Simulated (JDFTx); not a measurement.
H2, 2 atoms in the cell. The cell holds a molecule in a box, 2 atoms: a = 10.000 Å, b = 10.000 Å, c = 10.000 Å, α = 90.00°, β = 90.00°, γ = 90.00°. 

| Item | Value |
| --- | --- |
| Program | JDFTx 1.7.0 (patched build) |
| Task | single point |
| Functional | PBEsol |
| Potentials or basis | PseudoDojo-SR-PBEsol-0.4.1-standard with smoothed tails |
| Cutoff | 980 eV |
| Density cutoff | 3918 eV |
| k mesh | 1 × 1 × 1 |
| Occupations | fixed |
| Spin | no spin polarisation |
| Check on overlapping cores | none |
| Local potential set to -Z/r beyond | 6 bohr |
| Bands | 1 |
| Density cutoff over wavefunction cutoff | 4 |
| Max SCF steps | 100 |
| SCF threshold on the energy | 1e-07 Ha |
| Solver of the electrons | minimize |
| Further solve for the empty bands | no |

Potentials or basis: PseudoDojo-SR-PBEsol-0.4.1-standard with smoothed tails.

The run is started by

```bash
$ jdftx -c 1 -i vacuum.in -o vacuum.out
```

Hardware: 1 thread of Arm Neoverse V2 (shared host).

**Question.** How long does it take, and how much memory?

**Answer.** Run time: 12 s on 1 thread of Arm Neoverse V2 (shared host), peak memory 0.52 GiB. Counts: scf iterations 9, bands 1, plane waves 69791.
